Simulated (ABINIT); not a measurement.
# BiTe (R-3m) in ABINIT: single point with PBE

Aim: the single point of BiTe with PBE.

All numbers are computed with ABINIT 10.8.3 (patched build); they aren't measurements. Logs are shortened: lines on timing, memory, paths and dates and some standing lists are left out, and cuts for length are marked. The log counts tension as positive stress, the text compression.

## 1. Starting point

Symmetry: R-3m, No. 166, trigonal system. The conventional cell has a = 4.845 Å, b = 4.845 Å, c = 9.952 Å, α = 90.00°, β = 90.00°, γ = 120.00°. Bi (site symmetry -3m) has 6 Te at 3.25 Å as nearest neighbours. Around Te (site symmetry -3m) lie 6 Bi at 3.25 Å.

The cell comes from a database or a generator and needn't be the stable form of this composition.

## 2. Single point, PBE

run.abi reads:

```
# Pseudopotentials
pp_dirpath "./"
pseudos "Bi.upf, Te.upf"

# Structure
acell 3*1.0
rprim
     4.5782541706     2.6432562778     6.2687732694
    -4.5782541706     2.6432562778     6.2687732694
     0.0000000000    -5.2865125556     6.2687732694
ntypat 2
znucl 83 52
natom 2
typat 1 2
xred
     0.5000000000     0.5000000000     0.5000000000
     0.0000000000     0.0000000000     0.0000000000

# Plane-wave basis
ecut 952.398519 eV

# k points
kptopt 1
ngkpt 5 5 5
nshiftk 1
shiftk 0.0 0.0 0.0

# Exchange and correlation
ixc 11

# Bands and occupations
nband 20
occopt 3
tsmear 0.05 eV

# SCF cycle
nstep 100
tolvrs 1.0e-10

# Output
iomode 3
prtwf 0
prtden 0
prteig 0
prtebands 0
enunit 1
```

Potentials or basis: PseudoDojo NC SR PBE v0.4.1 standard.

Run with:

```console
mpirun --bind-to none -np 4 abinit run.abi > log 2>&1
```

run.abo:

```text
.Version 10.8.3 of ABINIT
 Symmetries : space group R-3 m (#166); Bravais hR (rhombohedral)
================================================================================
 Values of the parameters that define the memory need of the present run
     intxc =       0    ionmov =       0      iscf =       7    lmnmax =       6
     lnmax =       6     mgfft =      45  mpssoang =       3    mqgrid =    3001
     natom =       2  nloc_mem =       1    nspden =       1   nspinor =       1
    nsppol =       1      nsym =      12    n1xccc =    2501    ntypat =       2
    occopt =       3   xclevel =       2
       mpw =        4523          nfft =       91125          nkpt =          19
================================================================================
================================================================================

--------------------------------------------------------------------------------
------------- Echo of variables that govern the present computation ------------
--------------------------------------------------------------------------------
 -outvars: echo values of preprocessed input variables --------
            acell      1.0000000000E+00  1.0000000000E+00  1.0000000000E+00 Bohr
              amu      2.08980370E+02  1.27600000E+02
             ecut      3.50000000E+01 Hartree
           enunit           1
              ixc          11
         kptrlatt        5    0    0      0    5    0      0    0    5
          kptrlen      4.10014431E+01
            natom           2
            nband          20
            ngfft          45      45      45
             nkpt          19
            nstep         100
             nsym          12
           ntypat           2
           occopt           3
           prtden           0
        prtebands           0
           prteig           0
            prtwf           0
            rprim      4.5782541706E+00  2.6432562778E+00  6.2687732694E+00
                      -4.5782541706E+00  2.6432562778E+00  6.2687732694E+00
                       0.0000000000E+00 -5.2865125556E+00  6.2687732694E+00
          spgroup         166
           tolvrs      1.00000000E-10
           tsmear      1.83746611E-03 Hartree
            typat      1  2
           xangst      1.0051459183E-16 -7.9709334504E-17  4.9759379284E+00
                       0.0000000000E+00  0.0000000000E+00  0.0000000000E+00
            xcart      1.8994505021E-16 -1.5062881189E-16  9.4031599041E+00
                       0.0000000000E+00  0.0000000000E+00  0.0000000000E+00
             xred      5.0000000000E-01  5.0000000000E-01  5.0000000000E-01
                       0.0000000000E+00  0.0000000000E+00  0.0000000000E+00
            znucl       83.00000   52.00000

================================================================================

[... 90 lines left out ...]
- [ -0.00000000E+00,  -0.00000000E+00,  -0.00000000E+00, ]
force_length_stats: {min:   0.00000000E+00, max:   0.00000000E+00, mean:   0.00000000E+00, }
...

 Integrated electronic density in atomic spheres:
 ------------------------------------------------
 Atom  Sphere_radius  Integrated_density
    1        2.00000         10.70345824
    2        2.00000         11.92547088
================================================================================

 ----iterations are completed or convergence reached----

 Mean square residual over all n,k,spin=   53.673E-09; max=  10.704E-06
 reduced coordinates (array xred) for    2 atoms
       0.500000000000      0.500000000000      0.500000000000
       0.000000000000      0.000000000000      0.000000000000
 rms dE/dt=  0.0000E+00; max dE/dt=  0.0000E+00; dE/dt below (all hartree)
    1       0.000000000000      0.000000000000      0.000000000000
    2       0.000000000000      0.000000000000      0.000000000000

 cartesian coordinates (angstrom) at end:
    1      0.00000000000000    -0.00000000000000     4.97593792835082
    2      0.00000000000000     0.00000000000000     0.00000000000000

 cartesian forces (hartree/bohr) at end:
    1     -0.00000000000000    -0.00000000000000    -0.00000000000000
    2     -0.00000000000000    -0.00000000000000    -0.00000000000000
 frms,max,avg= 0.0000000E+00 0.0000000E+00   0.000E+00  0.000E+00  0.000E+00 h/b

 cartesian forces (eV/Angstrom) at end:
    1     -0.00000000000000    -0.00000000000000    -0.00000000000000
    2     -0.00000000000000    -0.00000000000000    -0.00000000000000
 frms,max,avg= 0.0000000E+00 0.0000000E+00   0.000E+00  0.000E+00  0.000E+00 e/A
 length scales=  1.000000000000  1.000000000000  1.000000000000 bohr
              =  0.529177210544  0.529177210544  0.529177210544 angstroms
 Fermi (or HOMO) energy (eV) =   5.23235   Average Vxc (eV)=  -9.91838
 Eigenvalues (   eV  ) for nkpt=  19  k points:
 kpt#   1, nband= 20, wtk=  0.00800, kpt=  0.0000  0.0000  0.0000 (reduced coord)
 -31.95335  -31.95335  -31.92155  -31.92155  -31.90951  -17.90917  -17.90917  -17.90218
 -17.89807  -17.89807   -8.18421   -2.98506    2.39482    2.39482    3.70049    7.17642
   7.83635    7.83635    9.39408    9.39408
 prteigrs : prtvol=0 or 1, do not print more k-points.

--- !EnergyTerms
iteration_state     : {dtset: 1, }
comment             : Components of total free energy in Hartree
kinetic             :  9.61038725566888E+01
hartree             :  4.31253500599959E+01
xc                  : -4.62725786384394E+01
Ewald energy        : -1.11978893736939E+02
psp_core            :  5.43327620555497E+00
local_psp           : -1.28516846680054E+02
non_local_psp       : -4.48089135227490E+01
internal            : -1.86914733755941E+02
'-kT*entropy'       : -4.98191863523243E-04
total_energy        : -1.86915231947805E+02
total_energy_eV     : -5.08622257178884E+03
band_energy         : -1.85187495752421E+01
...

 Cartesian components of stress tensor (hartree/bohr^3)
  sigma(1 1)=  5.26513075E-06  sigma(3 2)=  0.00000000E+00
  sigma(2 2)=  5.26513088E-06  sigma(3 1)=  0.00000000E+00
  sigma(3 3)=  2.75241144E-06  sigma(2 1)=  0.00000000E+00

-Cartesian components of stress tensor (GPa)         [Pressure= -1.3026E-01 GPa]
- sigma(1 1)=  1.54905495E-01  sigma(3 2)=  0.00000000E+00
- sigma(2 2)=  1.54905498E-01  sigma(3 1)=  0.00000000E+00
- sigma(3 3)=  8.09787402E-02  sigma(2 1)=  0.00000000E+00

== END DATASET(S) ==============================================================
================================================================================

 -outvars: echo values of variables after computation  --------
            acell      1.0000000000E+00  1.0000000000E+00  1.0000000000E+00 Bohr
           etotal     -1.8691523195E+02
            fcart     -0.0000000000E+00 -0.0000000000E+00 -0.0000000000E+00
                      -0.0000000000E+00 -0.0000000000E+00 -0.0000000000E+00
            rprim      4.5782541706E+00  2.6432562778E+00  6.2687732694E+00
                      -4.5782541706E+00  2.6432562778E+00  6.2687732694E+00
                       0.0000000000E+00 -5.2865125556E+00  6.2687732694E+00
           strten      5.2651307457E-06  5.2651308761E-06  2.7524114363E-06
                       0.0000000000E+00  0.0000000000E+00  0.0000000000E+00
           xangst      1.0051459183E-16 -7.9709334504E-17  4.9759379284E+00
                       0.0000000000E+00  0.0000000000E+00  0.0000000000E+00
             xred      5.0000000000E-01  5.0000000000E-01  5.0000000000E-01
                       0.0000000000E+00  0.0000000000E+00  0.0000000000E+00
 Calculation completed.
```

Wall time 11 s (4 MPI ranks of Intel Xeon 6975P-C (Granite Rapids), shared host); peak memory 0.32 GiB.

Results:

```yaml
Free_energy: -5086.2226 eV
Pressure: -0.1 GPa
Band_gap_on_the_k_mesh: none (metal or under the smearing width)
Valence_electrons_inside_the_program's_atomic_spheres: Bi 10.70; Te 11.93
```

Caveat: spin-orbit coupling is left out, which moves the levels of the heavy elements.
